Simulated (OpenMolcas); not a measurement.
# RI-MP2/def2-TZVPP (RICD fitting, core potential, fitting threshold 0.01) run of ZrO (SMILES [O][Zr])

Aim: the energy change on altering one bond length of ZrO at RI-MP2/def2-TZVPP (RICD fitting, core potential, fitting threshold 0.01), from 2 runs. 

The calculation is run with OpenMolcas 26.06.

### Step 1. The system as given

ZrO: 2 atoms, total charge 0, spin state singlet. As SMILES, `[O][Zr]`. Geometry: the measured bond length.

Bond lengths: O1–Zr2 1.712 Å.

### Step 2. Energy and forces at RI-MP2/def2-TZVPP (RICD fitting, core potential, fitting threshold 0.01)

geom.xyz

```xyz
2

O      0.000000     0.000000     0.000000
Zr     0.000000     0.000000     1.711600
```

job.input

```
&gateway
baslib = $CurrDir
coord = geom.xyz
basis = def2-TZVPP
group = NoSym
ricd
cdthreshold = 0.01
&seward
&scf
prorbitals = 0
&mbpt2
frozen = 1
grdt
&alaska
```

The basis set def2-TZVPP is read from a file made from the Basis Set Exchange's data (not shown).

On the command line:

```
export MOLCAS_MEM=1860
pymolcas job.input > job.log
```

Standard output:

```text
--- Start Module: gateway ---
[...]
--- Stop Module: gateway /rc=_RC_ALL_IS_WELL_ ---
[...]
      Basis functions           87
[...]
       Convergence after  13 Iterations
[...]
::    Total SCF energy                               -121.3231671555
[...]
      Total spin, S                                     0.0000000000
[...]
      Total electronic charge=   20.000000
      Total            charge=   -0.000000
[...]
--- Start Module: mbpt2 ---
[...]
WARNING!
Default frozen orbitals as non valence orbitals is overwritten by user input.
Default values:   1
[...]
       Reference weight ( Cref**2 )         =        0.84372
::    Total MBPT2 energy                             -121.8885418487
[...]
      Dipole Moment (debye):
      Origin of the operator (angstrom)=    0.0000    0.0000    1.4531
                   X= -1.1638E-11               Y=  9.9670E-12               Z=  5.9466E+00           Total=  5.9466E+00
      Quadrupole Moment (debye*angstrom):
[...]
--- Stop Module: mbpt2 /rc=_RC_ALL_IS_WELL_ ---
[...]
--- Start Module: alaska ---
[...]
 *              Molecular gradients               *
 **************************************************
  Irreducible representation: a
 ------------------------------------------------------------------------------------------
                              X                       Y                       Z
 ------------------------------------------------------------------------------------------
  O1               -6.18647312958078E-14    5.26640464179875E-14    3.43830178491569E-02
  ZR2               6.18647312958102E-14   -5.26640464179899E-14   -3.43830178491604E-02
 ------------------------------------------------------------------------------------------
--- Stop Module: alaska /rc=_RC_ALL_IS_WELL_ ---
[...]
```

It took 8.1 s on 1 thread of Arm Neoverse V1, shared host; peak memory 0.095 GiB.

### Step 3. The distorted shape at the same level

geom.xyz

```xyz
2

O      0.000000     0.000000    -2.567400
Zr     0.000000     0.000000     1.711600
```

job.inp

```
>>> EXPORT MOLCAS_PRINT=2
&GATEWAY
BasLib = $CurrDir
Coord = geom.xyz
Basis = def2-TZVPP
Group = NoSym
RICD
CDThreshold = 0.01
&SEWARD
&SCF
PrOrbitals = 0
&MBPT2
Frozen = 1
Grdt
&ALASKA
```

The basis set def2-TZVPP is read from a file made from the Basis Set Exchange's data (not shown).

On the command line:

```
export MOLCAS_MEM=1860
pymolcas job.inp > job.log
```

Standard output:

```text
--- Start Module: gateway ---
[...]
--- Stop Module: gateway /rc=_RC_ALL_IS_WELL_ ---
[...]
      Basis functions           87
[...]
       Convergence after  20 Iterations
[...]
::    Total SCF energy                               -121.0686163455
[...]
      Total spin, S                                     0.0000000000
[...]
      Total electronic charge=   20.000000
      Total            charge=   -0.000000
[...]
--- Start Module: mbpt2 ---
[...]
WARNING!
Default frozen orbitals as non valence orbitals is overwritten by user input.
Default values:   1
[...]
       Reference weight ( Cref**2 )         =        0.86655
::    Total MBPT2 energy                             -121.5117795613
[...]
      Dipole Moment (debye):
      Origin of the operator (angstrom)=    0.0000    0.0000    1.0653
                   X= -4.2614E-08               Y=  5.7168E-08               Z= -3.2298E-01           Total=  3.2298E-01
      Quadrupole Moment (debye*angstrom):
[...]
--- Stop Module: mbpt2 /rc=_RC_ALL_IS_WELL_ ---
[...]
--- Start Module: alaska ---
[...]
 *              Molecular gradients               *
 **************************************************
  Irreducible representation: a
 ------------------------------------------------------------------------------------------
                              X                       Y                       Z
 ------------------------------------------------------------------------------------------
  O1               -1.98562995260454E-11    1.71937450237985E-10    6.87608864904821E-04
  ZR2               1.98562995260480E-11   -1.71937450237988E-10   -6.87608864904155E-04
 ------------------------------------------------------------------------------------------
--- Stop Module: alaska /rc=_RC_ALL_IS_WELL_ ---
[...]
```

Wall time 9.3 s (1 thread of Arm Neoverse V1, shared host); peak memory 0.095 GiB.

### Step 4. Outcome

Level: RI-MP2/def2-TZVPP (RICD fitting, core potential, fitting threshold 0.01), 1 core orbital frozen.

| quantity | value |
| --- | --- |
| first shape: total energy | -121.88854 Eh |
| first shape: dipole moment (mean-field density) | 7.77 D |
| first shape: HOMO energy (Hartree–Fock orbitals) | -4.93 eV |
| first shape: LUMO energy (Hartree–Fock orbitals) | -0.38 eV |
| first shape: HOMO–LUMO gap (Hartree–Fock orbitals) | 4.55 eV |
| first shape: correlation energy (1 core orbital frozen) | -565.4 mEh |
| first shape: largest force on an atom | 1.768 eV/Å |
| distorted shape: total energy | -121.51178 Eh |
| distorted shape: dipole moment (mean-field density) | 0.52 D |
| distorted shape: HOMO energy (Hartree–Fock orbitals) | -5.87 eV |
| distorted shape: LUMO energy (Hartree–Fock orbitals) | -0.57 eV |
| distorted shape: HOMO–LUMO gap (Hartree–Fock orbitals) | 5.30 eV |
| distorted shape: correlation energy (1 core orbital frozen) | -443.2 mEh |
| distorted shape: largest force on an atom | 0.035 eV/Å |
| energy change with the O1–Zr2 bond stretched from 1.712 to 4.279 Å | 10.252 eV |

What this shows: One bond (distorted shape) is far stretched, which a spin-restricted single reference describes badly; perturbation theory on it can break down and give far too much correlation. With the O1–Zr2 bond stretched from 1.712 to 4.279 Å the energy rises by 10.25 eV (989 kJ/mol). The first shape isn't relaxed at this level, so the change isn't measured from a minimum. A restricted reference can't describe the breaking bond well at this length. The largest force (first shape) is 1.77 eV/Å: the shape isn't a stationary point for this species at this level.
